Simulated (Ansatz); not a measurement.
input.yaml

```yaml
accuracy: low
crystal:
  lattice:
    - [10.08925, 0.0, 0.0]
    - [-5.044625, 8.737547, 0.0]
    - [0.0, 0.0, 10.923295]
  atoms:
    - { symbol: Mg, position: [-0.02428575, -0.07799281, -0.21083916] }
    - { symbol: Mg, position: [0.11858708, 0.16549885, 0.08267971] }
    - { symbol: Mg, position: [-0.1111274, -0.35964805, 0.71633855] }
    - { symbol: Mg, position: [-0.19662944, 0.0719601, 0.76841224] }
    - { symbol: Mg, position: [-0.01446084, 0.34096061, 0.02754958] }
    - { symbol: Mg, position: [0.20155798, 0.50906739, 0.26259022] }
    - { symbol: Mg, position: [0.08020239, 0.22927102, 0.51889649] }
    - { symbol: Mg, position: [0.25993051, 0.81909361, 0.59712028] }
    - { symbol: Mg, position: [0.09708702, 0.64639189, -0.14648066] }
    - { symbol: Mg, position: [0.12215495, 0.79258391, 0.13581844] }
    - { symbol: Mg, position: [0.22389346, 0.93487295, 0.35887842] }
    - { symbol: Mg, position: [0.31257422, 1.0749439, 0.72484537] }
    - { symbol: Mg, position: [0.31281737, 0.10242218, 0.0089007] }
    - { symbol: Mg, position: [0.61813949, 0.42443258, 0.39643351] }
    - { symbol: Mg, position: [0.04743701, -0.03485606, 0.56341565] }
    - { symbol: Mg, position: [0.50197103, 0.41120037, 0.88319945] }
    - { symbol: Mg, position: [0.19419337, 0.2515852, -0.17551979] }
    - { symbol: Mg, position: [0.29253736, 0.45315033, 0.03501386] }
    - { symbol: Mg, position: [0.24380136, 0.25102833, 0.29325928] }
    - { symbol: Mg, position: [0.29314874, 0.49596851, 0.63463205] }
    - { symbol: Mg, position: [0.37642997, 0.76626228, 0.08882569] }
    - { symbol: Mg, position: [0.50615098, 1.10810067, 0.20506023] }
    - { symbol: Mg, position: [0.41380862, 0.57754175, 0.40568831] }
    - { symbol: Mg, position: [0.53638761, 0.89398617, 0.73726232] }
    - { symbol: Mg, position: [0.70087552, -0.01326205, 0.02311187] }
    - { symbol: Mg, position: [0.86332015, 0.11292184, 0.2525974] }
    - { symbol: Mg, position: [0.52327679, 0.08632309, 0.53143996] }
    - { symbol: Mg, position: [0.61739829, 0.23875554, 0.77380792] }
    - { symbol: Mg, position: [0.8609036, 0.47638235, 0.2234958] }
    - { symbol: Mg, position: [0.89335988, 0.72631822, 0.42108216] }
    - { symbol: Mg, position: [0.87111527, 0.42965214, 0.49620444] }
    - { symbol: Mg, position: [0.82303703, 0.57512122, 0.96987643] }
    - { symbol: Mg, position: [0.4838617, 0.37896273, 0.16836468] }
    - { symbol: Mg, position: [0.71310215, 0.7172651, 0.18804289] }
    - { symbol: Mg, position: [0.61626423, 0.73422993, 0.64199843] }
    - { symbol: Mg, position: [0.62717809, 0.68950437, 0.89799728] }
basis:
  ecutwfc: 150.0
kpoints:
  mp_grid: { grid: [1, 1, 1] }
hamiltonian:
  xc: pbesol
scf:
  occupations: { method: fermi_dirac, width: 0.16 }
  lower_state_search: "off"
  max_iter: 73
md:
  timestep: 2
  n_steps: 200
  ensemble: nvt_langevin
  temperature: 1080.0
  initial_velocities: maxwell_boltzmann
  seed: 362262
  friction: 0.02
```

Launched with:

```bash
$ ansatz run input.yaml --threads 4 --pin off --max-ram 10240MiB --backend cpu --events-out ev --progress --plain --runs-dir out
```

Hardware: 4 threads of Intel(R) Xeon(R) 6975P-C (Granite Rapids), on a shared host.

Q: Roughly how long does this run take, and how much memory?

A: 2.3 min, with a peak of 0.46 GiB, for 201 ionic steps.
